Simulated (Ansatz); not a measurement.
WAu, 2 atoms in the cell. The typed cell holds 2 atoms: a = 4.114 Å, b = 4.114 Å, c = 4.114 Å, α = 60.00°, β = 60.00°, γ = 60.00°. The cell was built by a generator and needn't be a form met in nature. The cell isn't the ideal one: atoms moved at random, drawn with an rms of 0.05 Å.

| Quantity | Value |
| --- | --- |
| Program | Ansatz 0.2.0 |
| Task | single point |
| Functional | PBE |
| Potentials or basis | all-electron LAPW, scalar-relativistic |
| Cutoff | 370 eV (chosen from the basis error) |
| Basis error allowed | 0.001 eV/atom |
| k mesh | 8 × 8 × 8 |
| Occupations | fermi-dirac, width 0.05 eV |
| Spin | no spin polarisation |

Potentials or basis: all-electron LAPW, scalar-relativistic.

Command:

```bash
$ ansatz run input.yaml --threads 1 --pin off --max-ram 3072MiB --backend cpu --events-out ev --progress --plain --runs-dir out
```

Hardware: 1 thread of Intel(R) Xeon(R) 6975P-C (Granite Rapids) (shared host).

**Question.** How long does it take, and how much memory?

**Answer.** Wall time 3.2 min on 1 thread of Intel(R) Xeon(R) 6975P-C (Granite Rapids) (shared host), peak memory 1.6 GiB. Counts: scf iterations 9, plane waves 821, k points 260, bands 56.
